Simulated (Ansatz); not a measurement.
# C2H7In: small, medium and large basis sets

How large a basis does C2H7In need? Two functionals are run in growing sets.

The runs use Ansatz 0.2.0, Gaussian basis; one geometry, several basis sets.

The runs, in order: PBE0-D4/def2-SVP; ωB97M-V/def2-SVP; PBE0-D4/def2-QZVPP; ωB97M-V/def2-QZVPP; the functionals' def2-TZVPP values are taken from earlier runs.

### 1 Structure used throughout

All runs share one geometry, relaxed beforehand with PBE0-D4 in a triple-zeta def2 set. In takes the def2 core potential; no spin-orbit term is included.

SMILES `C[CH2][InH2]`, 10 atoms, charge 0, spin multiplicity 1.

Atoms are counted from 1 here; the program's logs count them from 0.

Bond lengths: C1–C2 1.522 Å, C1–H4 1.096 Å, C1–H5 1.093 Å, C1–H6 1.093 Å, C2–In3 2.165 Å, C2–H7 1.095 Å, C2–H8 1.095 Å, In3–H9 1.732 Å, In3–H10 1.734 Å. Angles: C2–C1–H4 111.8°, C2–C1–H5 111.9°, C2–C1–H6 111.9°, H4–C1–H5 107.1°, H4–C1–H6 107.1°, H5–C1–H6 106.7°, C1–C2–In3 115.5°, C1–C2–H7 111.0°, C1–C2–H8 111.0°, In3–C2–H7 106.7°, In3–C2–H8 106.7°, H7–C2–H8 105.3°, C2–In3–H9 120.8°, C2–In3–H10 119.9°, H9–In3–H10 119.3°.

### 2 PBE0-D4 in def2-SVP

The input, in.yaml:

```yaml
crystal:
  periodic: [false, false, false]
  atoms:
    - {symbol: C, position_ang: [-0.977700, 0.382720, -0.894677]}
    - {symbol: C, position_ang: [-0.314719, -0.630334, 0.028307]}
    - {symbol: In, position_ang: [1.454398, 0.070182, 1.061707]}
    - {symbol: H, position_ang: [-1.865252, -0.032530, -1.384576]}
    - {symbol: H, position_ang: [-0.300656, 0.717228, -1.685219]}
    - {symbol: H, position_ang: [-1.297073, 1.277763, -0.354204]}
    - {symbol: H, position_ang: [-0.022642, -1.530875, -0.522314]}
    - {symbol: H, position_ang: [-1.013044, -0.976048, 0.797905]}
    - {symbol: H, position_ang: [2.318515, -0.968067, 2.146063]}
    - {symbol: H, position_ang: [2.018173, 1.689971, 0.806999]}
basis:
  gaussian: {orbitals: def2-SVP}
hamiltonian: {xc: pbe0, dispersion: d4}
output: {orbitals: {seedname: orbitals}}
```

Further steps of the session: ωB97M-V in def2-SVP; PBE0-D4 in def2-QZVPP; ωB97M-V in def2-QZVPP.

**Question.** What will the summary of the whole plan be? Wanted: PBE0-D4: double and triple zeta above quadruple; ωB97M-V: double and triple zeta above quadruple.

**Answer**, as computed:

| quantity | value |
| --- | --- |
| PBE0-D4: double and triple zeta above quadruple | 2.81, 0.18 eV |
| ωB97M-V: double and triple zeta above quadruple | 3.02, 0.18 eV |

What this shows: For PBE0-D4 the step from double to triple zeta gains 2.63 eV and the next only 0.18 eV. These are total energies; as a rule much of such shifts cancels in differences, which this series doesn't test.
